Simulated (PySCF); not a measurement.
# Sm(SH)2: other functionals and bases at one geometry

The task here is to estimate one member of a computed series from the others.

Method: several levels, as the steps say, no spin–orbit coupling; program: PySCF 2.14.0.

1 further run of the same task is left out (for a known fault of the program).

**Where the work starts**

5 atoms, charge 0, spin multiplicity 1.

Bond lengths: Sm1–S2 2.757 Å, Sm1–S4 2.757 Å, S2–H3 1.356 Å, S4–H5 1.356 Å. Angles: S2–Sm1–S4 123.7°, Sm1–S2–H3 94.0°, Sm1–S4–H5 94.0°.

Coordinates:

```mol
H2S2Sm
  3D, bonds by distance, orders not assigned

  5  4  0  0  0  0  0  0  0  0999 V2000
    0.0000   -0.0000   -0.3876 Sm  0  0
    2.4250   -0.1663    0.9140 S   0  0
    3.1478   -0.1795   -0.2332 H   0  0
   -2.4250    0.1663    0.9140 S   0  0
   -3.1478    0.1795   -0.2332 H   0  0
  1  2  8  0
  1  4  8  0
  2  3  8  0
  4  5  8  0
M  END
```

Formal oxidation states: Sm +2. Each metal's 6 4f electrons lie in its core potential, so multiplicities, spins and levels count the valence alone. An earlier session relaxed this geometry at PBE0, Sm lcecp-0-SVP with ECP52, S def2-SVP, H def2-SVP (singlet, point group C2).

At PBE0 on the finer grid: E = -825.989927 Eh, frontier levels not given, since the 4f levels lie in the core, Mulliken charge on Sm1 +0.70 e, largest force component 0.019 eV/Å. 

Levels to run: wB97X; TPSS; PBE0, TZVP. Hardware: 2 threads of Arm Neoverse V2, shared host.

Set-up of the first run:

run.py (the lines that set the calculation)

```python
mol = gto.M(atom='''
Sm     0.00000     0.00000    -0.38765
S      2.42497    -0.16627     0.91402
H      3.14776    -0.17954    -0.23319
S     -2.42497     0.16627     0.91402
H     -3.14776     0.17954    -0.23319''',
    basis={'Sm': 'lcecp-0-SVP', 'S': 'def2-SVP', 'H': 'def2-SVP'},
    ecp={'Sm': 'lcecp-0-SVP'},
    charge=0, spin=0)
mf = dft.RKS(mol, xc='WB97X')
mf.grids.atom_grid = (75, 302)  # f atoms: unpruned, at least (60, 302)
mf = mf.density_fit()  # fitting sets: Sm AutoAux, S def2-universal-JKFIT, H def2-universal-JKFIT
mf.conv_tol = 1e-08; mf.max_cycle = 55
mf.kernel(dm0)  # dm0: the density of the relaxed state
```

Run with:

```
OMP_NUM_THREADS=2 python run.py
```

Steps of the session up to this table: wB97X; TPSS; PBE0, TZVP.

One table of the session follows, with a row left open; its other results are not shown here.

| level | charge on Sm1 (e) | dipole (D) | largest force component (eV/Å) |
| --- | --- | --- | --- |
| PBE0 (relaxed here) | 0.70 | 8.26 | 0.02 |
| wB97X | 0.76 | 8.71 | 0.15 |
| TPSS | ? | ? | ? |
| PBE0, TZVP | 1.06 | 8.19 | 0.22 |

**Question.** Estimate the row for TPSS.

As computed: charge on Sm1 (e): 0.67; dipole (D): 8.00; largest force component (eV/Å): 0.19. In the column «charge on Sm1 (e)» it is the lowest.

The largest leftover force, 0.22 eV/Å with PBE0, TZVP, stands at a geometry relaxed at another level. With 4f in the core, its levels are missing from HOMO and gap, and its count is fixed, so no charge can pass from the ligands into it. Total energies of different levels can't be compared.
